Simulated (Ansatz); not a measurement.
# C2H7B (SMILES BCC): B2PLYP/cc-pVDZ

What is the electronic atomisation energy of C2H7B at B2PLYP/cc-pVDZ? 

Program for the calculation: Ansatz 0.2.0.

47 further runs of the same task are left out: 47 set aside as unsound or not needed. Runs told in other sessions of the task aren't counted.

## Step 1: The structure to begin with

C2H7B: 10 atoms, total charge 0, spin state singlet. SMILES: `BCC`. The coordinates come from a PBE0-D4/def2-TZVP relaxation.

Bond lengths: B1–C2 1.551 Å, C2–C3 1.522 Å, B1–H4 1.200 Å, B1–H5 1.199 Å, C2–H6 1.102 Å, C2–H7 1.102 Å, C3–H8 1.093 Å, C3–H9 1.093 Å, C3–H10 1.093 Å. Some angles: B1–C2–C3 118.3°, B1–C2–H6 106.6°, B1–C2–H7 106.4°, C3–C2–H6 111.1°, C3–C2–H7 111.1°, C2–B1–H4 122.2°, C2–B1–H5 119.5°, C2–C3–H8 112.2°, C2–C3–H9 111.1°, C2–C3–H10 111.1°.

## Step 2: A single-point energy at B2PLYP/cc-pVDZ

run.yaml

```yaml
crystal:
  periodic: [false, false, false]
  atoms:
    - {symbol: B, position_ang: [-0.923200, 0.854800, -0.729500]}
    - {symbol: C, position_ang: [0.421700, 0.293700, -0.199000]}
    - {symbol: C, position_ang: [0.384700, -0.913600, 0.727600]}
    - {symbol: H, position_ang: [-1.979600, 0.366600, -0.436300]}
    - {symbol: H, position_ang: [-0.919600, 1.807100, -1.458300]}
    - {symbol: H, position_ang: [0.950700, 1.138100, 0.271400]}
    - {symbol: H, position_ang: [1.046800, 0.094100, -1.084500]}
    - {symbol: H, position_ang: [1.384300, -1.226700, 1.039300]}
    - {symbol: H, position_ang: [-0.190300, -0.697600, 1.631400]}
    - {symbol: H, position_ang: [-0.092300, -1.767800, 0.240900]}
basis:
  gaussian:
    orbitals: cc-pVDZ
magnetization:
  spin_polarized: false
hamiltonian:
  xc: {name: B2PLYP}
correlation:
  frozen_orbitals: {B: 1, C: 1, H: 0}
accuracy: high
output: {orbitals: {seedname: orbitals}}
```

Run with:

```bash
$ ansatz run run.yaml --threads 1 --pin off --max-ram 2610MiB --events-out events.jsonl --progress --plain --runs-dir runs
```

The log of the run:

```text
Warning: RAYON_NUM_THREADS=1 ignored (pool sized by the plan → 1); use --threads N
Functional definition: B2PLYP
  name "B2PLYP"
  parameter a = 0.53
  parameter c = 0.27
  exchange = (1 - a)*b88_x + a*exact_x
  correlation = (1 - c)*lyp_c + c*(mp2_os + mp2_ss)
1881 factors; integrals over basis functions are off by at most 3.1e-9 eV
mean field evaluation 1: about -2853.6782 eV, gradient 3.5e1 eV
mean field evaluation 2: about -2853.6778 eV, gradient 3.5e1 eV
mean field evaluation 4: about -2856.8495 eV, gradient 1.8e0 eV
mean field evaluation 8: about -2856.8587 eV, gradient 2.3e-2 eV
mean field evaluation 16: about -2856.8587 eV, gradient 8.3e-7 eV
mean field -2856.85873269 eV, -104.9876219779 hartree, gradient 6.9e-8 eV, S^2 0.000000; 0 other end points of the search recorded, 0 dependent functions left out
3 core orbitals not correlated: weight in the atoms' cores, before any rotation towards them, 1.000 or more for the frozen orbitals, at most 0.000 for the correlated occupied ones
reference -2856.85875876 eV, -104.9876229361 hartree; 9, 9 occupied and 65, 65 virtual orbitals, 1881 factors
second order -12.47567068 eV of doubles, -0.00000000 eV of singles
Total energy: -2860.22718985 eV, -105.1114104953 hartree
```

It took 6.9 s on 1 thread of Arm Neoverse V1, shared host; peak memory 0.21 GiB.

## Step 3: The B atom at the same level

molecule.yaml

```yaml
crystal:
  periodic: [false, false, false]
  atoms:
    - {symbol: B, position_ang: [0.000000, 0.000000, 0.000000]}
basis:
  gaussian: {orbitals: cc-pVDZ}
total_charge: 0
magnetization: {spin_polarized: true, initial_magnetization: 1}
hamiltonian: {xc: {name: B2PLYP}}
correlation: {frozen_orbitals: {B: 1}}
accuracy: high
```

Run with:

```bash
$ ansatz run molecule.yaml --threads 1 --pin off --max-ram 2610MiB --events-out events.jsonl --progress --plain --runs-dir runs
```

The log of the run, shortened:

```text
Warning: RAYON_NUM_THREADS=1 ignored (pool sized by the plan → 1); use --threads N
[... 2 set-up lines as earlier in the session ...]
[...]
96 factors; integrals over basis functions are off by at most 1.0e-9 eV
[...]
mean field -669.87715293 eV, -24.6175313110 hartree, gradient 4.0e-8 eV, S^2 0.754233; 0 other end points of the search recorded, 0 dependent functions left out
1 core orbitals not correlated: weight in the atoms' cores, before any rotation towards them, 1.000 or more for the frozen orbitals, at most 0.000 for the correlated occupied ones
reference -669.87716784 eV, -24.6175318592 hartree; 2, 1 occupied and 11, 12 virtual orbitals, 96 factors
second order -1.32117803 eV of doubles, -0.00000000 eV of singles
Total energy: -670.23388591 eV, -24.6306410064 hartree
```

It took 0.36 s on 1 thread of Arm Neoverse V1, shared host.

## Step 4: The C atom

molecule.yaml

```yaml
crystal:
  periodic: [false, false, false]
  atoms:
    - {symbol: C, position_ang: [0.000000, 0.000000, 0.000000]}
basis:
  gaussian:
    orbitals: cc-pVDZ
magnetization:
  spin_polarized: true
  initial_magnetization: 2
hamiltonian:
  xc: {name: B2PLYP}
correlation:
  frozen_orbitals: {C: 1}
accuracy: high
```

Run with:

```bash
$ ansatz run molecule.yaml --threads 1 --pin off --max-ram 2610MiB --events-out events.jsonl --progress --plain --runs-dir runs
```

The log of the run, shortened:

```text
Warning: RAYON_NUM_THREADS=1 ignored (pool sized by the plan → 1); use --threads N
[... 2 set-up lines as earlier in the session ...]
[...]
96 factors; integrals over basis functions are off by at most 1.3e-9 eV
[...]
mean field -1028.55018713 eV, -37.7985222006 hartree, gradient 1.3e-8 eV, S^2 2.003699; 0 other end points of the search recorded, 0 dependent functions left out
1 core orbitals not correlated: weight in the atoms' cores, before any rotation towards them, 1.000 or more for the frozen orbitals, at most 0.000 for the correlated occupied ones
reference -1028.55020045 eV, -37.7985226900 hartree; 3, 1 occupied and 10, 12 virtual orbitals, 96 factors
second order -1.75745877 eV of doubles, -0.00000000 eV of singles
Total energy: -1029.02471432 eV, -37.8159607531 hartree
```

Wall time 0.32 s (1 thread of Arm Neoverse V1, shared host).

## Step 5: The H atom, same level

molecule.yaml

```yaml
crystal:
  periodic: [false, false, false]
  atoms:
    - {symbol: H, position_ang: [0.000000, 0.000000, 0.000000]}
basis:
  gaussian: {orbitals: cc-pVDZ}
magnetization: {spin_polarized: true, initial_magnetization: 1}
hamiltonian: {xc: {name: B2PLYP}}
correlation: {frozen_orbitals: {H: 0}}
accuracy: high
```

Run the same way, it converges to -0.49793 Eh (log not shown).

## Step 6: Summary of results

Level: B2PLYP/cc-pVDZ, 3 core orbitals frozen.

| quantity | value |
| --- | --- |
| molecule: total energy | -105.11141 Eh |
| molecule: HOMO energy (SCF part's orbitals) | -10.01 eV |
| molecule: LUMO energy (SCF part's orbitals) | 0.29 eV |
| molecule: HOMO–LUMO gap (SCF part's orbitals) | 10.30 eV |
| B atom: total energy | -24.63064 Eh |
| B atom: ⟨S²⟩ | 0.754 |
| C atom: total energy | -37.81596 Eh |
| C atom: ⟨S²⟩ | 2.004 |
| H atom: total energy | -0.49793 Eh |
| H atom: ⟨S²⟩ | 0.750 |
| electronic atomisation energy | 37.099 eV |

In words: Taking the molecule apart into free atoms costs 37.10 eV (856 kcal/mol), before zero-point energy and without spin-orbit coupling.
